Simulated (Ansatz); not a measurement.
# C3H8B radical: basis-set convergence

Aim: see how fast density functionals and correlated methods converge with the basis set for C3H8B radical.

Computed with Ansatz 0.2.0, Gaussian basis. Level: one geometry, several basis sets.

Plan: PBE0-D4/def2-SVP; ωB97M-V/def2-SVP; PBE0-D4/def2-QZVPP; ωB97M-V/def2-QZVPP; CCSD(T)/cc-pV(D+d)Z; CCSD(T)/cc-pV(T+d)Z; MP2/cc-pV(Q+d)Z; the functionals' def2-TZVPP values are taken from earlier runs.

**1. Structure used throughout**

All runs share one geometry, relaxed beforehand with PBE0-D4/def2-TZVP.

SMILES `C[B]CC`, 12 atoms, charge 0, spin multiplicity 2.

Atoms are counted from 1 here; the program's logs count them from 0.

Bond lengths: C1–B2 1.545 Å, C1–H5 1.102 Å, C1–H6 1.091 Å, C1–H7 1.098 Å, B2–C3 1.550 Å, C3–C4 1.530 Å, C3–H8 1.097 Å, C3–H9 1.102 Å, C4–H10 1.093 Å, C4–H11 1.093 Å, C4–H12 1.093 Å. Angles: B2–C1–H5 105.1°, B2–C1–H6 115.2°, B2–C1–H7 113.7°, H5–C1–H6 106.5°, H5–C1–H7 106.0°, H6–C1–H7 109.5°, C1–B2–C3 130.3°, B2–C3–C4 117.5°, B2–C3–H8 109.3°, B2–C3–H9 104.7°, C4–C3–H8 110.9°, C4–C3–H9 110.3°, H8–C3–H9 103.1°, C3–C4–H10 111.4°, C3–C4–H11 111.2°, C3–C4–H12 111.7°, H10–C4–H11 107.3°, H10–C4–H12 107.6° and more.

**2. PBE0-D4 in def2-SVP**

in.yaml

```yaml
crystal:
  periodic: [false, false, false]
  atoms:
    - {symbol: C, position_ang: [0.165040, 1.760091, 0.580947]}
    - {symbol: B, position_ang: [-0.941081, 0.791901, 0.106881]}
    - {symbol: C, position_ang: [-0.861770, -0.704935, -0.285948]}
    - {symbol: C, position_ang: [0.527060, -1.341008, -0.372633]}
    - {symbol: H, position_ang: [0.637117, 2.132058, -0.342570]}
    - {symbol: H, position_ang: [-0.187746, 2.638261, 1.123639]}
    - {symbol: H, position_ang: [0.963575, 1.272033, 1.154280]}
    - {symbol: H, position_ang: [-1.424536, -0.866182, -1.214005]}
    - {symbol: H, position_ang: [-1.472934, -1.224713, 0.469804]}
    - {symbol: H, position_ang: [1.066358, -1.249910, 0.573283]}
    - {symbol: H, position_ang: [1.135703, -0.858239, -1.141226]}
    - {symbol: H, position_ang: [0.470217, -2.404557, -0.618554]}
basis:
  gaussian: {orbitals: def2-SVP}
magnetization: {spin_polarized: true, initial_magnetization: 1}
hamiltonian: {xc: pbe0, dispersion: d4}
output: {orbitals: {seedname: orbitals}}
```

Launch:

```console
$ ansatz run in.yaml --threads 2 --pin off --events-out ev --progress --plain --max-ram 32768MiB --backend cpu
```

The runs that follow: ωB97M-V in def2-SVP; PBE0-D4 in def2-QZVPP; ωB97M-V in def2-QZVPP; CCSD(T) in cc-pV(D+d)Z; CCSD(T) in cc-pV(T+d)Z; MP2 in cc-pV(Q+d)Z.

Q: Predict the results of all the runs planned. Wanted: MP2 correlation recovered, cc-pV(D+d)Z; MP2 correlation recovered, cc-pV(T+d)Z; MP2 correlation recovered, cc-pV(Q+d)Z; difference of two CCSD(T) limits: def2 sets; PBE0-D4: double and triple zeta above quadruple; ωB97M-V: double and triple zeta above quadruple.

As calculated:

| quantity | value |
| --- | --- |
| MP2 correlation recovered, cc-pV(D+d)Z | 73.6 % |
| MP2 correlation recovered, cc-pV(T+d)Z | 90.4 % |
| MP2 correlation recovered, cc-pV(Q+d)Z | 96.0 % |
| difference of two CCSD(T) limits: def2 sets (earlier runs) less this series | -5 meV |
| PBE0-D4: double and triple zeta above quadruple | 4.46, 0.23 eV |
| ωB97M-V: double and triple zeta above quadruple | 4.75, 0.23 eV |

**Reading.** For PBE0-D4 the step from double to triple zeta gains 4.22 eV and the next only 0.23 eV. Correlation climbs from 74 % (cc-pV(D+d)Z) to 96 % (cc-pV(Q+d)Z) of the limit; Hartree-Fock is 0.073 eV from its own by then. A limit from the def2 sets, made apart, differs by 5 meV, a least measure of the doubt on such a limit. Total energies overstate the basis error of differences, where much of it tends to cancel. The LUMO of ωB97M-V is positive and keeps falling with the basis (1.30 to 0.76 eV): an unbound level that the basis holds in place.
